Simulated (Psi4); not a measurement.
# A Psi4 job on C2HBF (SMILES [C]#CBF)

Aim: the energy of C2HBF.

Program for the calculation: Psi4 1.11.

4 further runs of the same task are left out: 3 that didn't finish, 1 set aside as unsound or not needed.

## Step 1: The structure to begin with

The species is C2HBF (5 atoms), meant as a doublet with charge 0. As SMILES, `[C]#CBF`. The shape is that of a GFN2-xTB optimisation.

Bond lengths: C1–C2 1.204 Å, C2–B3 1.516 Å, B3–F4 1.306 Å, B3–H5 1.173 Å. Angles: C1–C2–B3 174.9°, C2–B3–F4 119.8°, C2–B3–H5 120.8°, F4–B3–H5 119.4°.

## Step 2: The run

calc.py reads:

```python
import psi4

psi4.set_memory(1600000000)
psi4.set_num_threads(1)
psi4.set_output_file('psi4.out', False)

m = psi4.geometry("""
0 2
C      2.00027510    -2.02098650     2.82145559
C      0.93736085    -0.76099271     1.25415454
B     -0.53549169     0.61576726    -0.78230882
F     -2.22003135    -0.60100850    -2.11369646
H     -0.18211291     2.76722045    -1.17960484
units au
""")

psi4.set_options({
    'basis': 'd-aug-cc-pVDZ',
    'reference': 'uks',
    'scf_type': 'cd',
})

result, w = psi4.energy('MVS', return_wfn=True)
print(f'total energy {result:.8f} hartree = {result * 27.211386:.5f} eV')
```

Started as:

```sh
python calc.py
```

psi4.out:

```text
Psi4 1.11 release

   => Loading Basis Set <=

    Name: D-AUG-CC-PVDZ
    Role: ORBITAL
    Keyword: BASIS

         ---------------------------------------------------------
                                   SCF
                              UKS Reference
                        1 Threads,   1525 MiB Core
         ---------------------------------------------------------

  ==> Geometry <==

    Molecular point group: c1
    Full point group: C1

    Geometry (in Bohr), charge = 0, multiplicity = 2:

       Center              X                  Y                   Z               Mass
    ------------   -----------------  -----------------  -----------------  -----------------
         C            2.236651044451    -1.380550859459     2.840560156545    12.000000000000
         C            1.173736794451    -0.120557069459     1.273259106545    12.000000000000
         B           -0.299115745549     1.256202900541    -0.763204253455    11.009305360000
         F           -1.983655405549     0.039427140541    -2.094591893455    18.998403162730
         H            0.054263034451     3.407656090541    -1.160500273455     1.007825032230

  Running in c1 symmetry.

  Rotational constants: A =      1.69762  B =      0.15994  C =      0.14617 [cm^-1]
  Rotational constants: A =  50893.22679  B =   4794.75235  C =   4381.92286 [MHz]
  Nuclear repulsion =   76.928397686709246

  Charge       = 0
  Multiplicity = 2
  Electrons    = 27
  Nalpha       = 14
  Nbeta        = 13

  ==> Algorithm <==

  SCF Algorithm Type is CD.
  DIIS enabled.
  MOM disabled.
  Fractional occupation disabled.
  Guess Type is SAD.
  Energy threshold   = 1.00e-06
  Density threshold  = 1.00e-06
  Integral threshold = 1.00e-12

  ==> Primary Basis <==

  Basis Set: D-AUG-CC-PVDZ
    Blend: D-AUG-CC-PVDZ
    Number of shells: 55
    Number of basis functions: 141
    Number of Cartesian functions: 153
    Spherical Harmonics?: true
    Max angular momentum: 2

  ==> DFT Potential <==

   => LibXC <=

    Version 7.1.2

   => Composite Functional: MGGA_MVS <=

    MGGA_MVS Meta-GGA XC Functional

    Deriv               =              1
    GGA                 =           TRUE
    Meta                =           TRUE

    Exchange Hybrid     =          FALSE
    MP2 Hybrid          =          FALSE

   => Exchange Functionals <=

    1.0000    XC_MGGA_X_MVS

   => Correlation Functionals <=

    1.0000   XC_GGA_C_REGTPSS

   => LibXC Density Thresholds  <==

    XC_GGA_C_REGTPSS:  1.00E-15
    XC_MGGA_X_MVS:  1.00E-15

   => Molecular Quadrature <=

    Radial Scheme          =       TREUTLER
    Pruning Scheme         =           NONE
    Nuclear Scheme         =       TREUTLER

    Blocking Scheme        =         OCTREE
    BS radius alpha        =              1
    Pruning alpha          =              1
    Radial Points          =             75
    Spherical Points       =            302
    Total Points           =         110150
    Total Blocks           =            879
    Max Points             =            256
    Max Functions          =            141
    Weights Tolerance      =       1.00E-15

  ==> Integral Setup <==
```

The script printed:

```text
Traceback (most recent call last):
  File "calc.py", line 23, in <module>
    result, w = psi4.energy('MVS', return_wfn=True)
RuntimeError:
Fatal Error: Disk algorithm for CD JK not implemented.
```

It took 0.9 s on 1 thread of Intel Xeon 6975P-C (Granite Rapids), shared host; peak memory 0.17 GiB.

## Step 3: Diagnosis

The program refused the input.

The telling line is `Fatal Error: Disk algorithm for CD JK not implemented.`. As typed, the program can't run this.
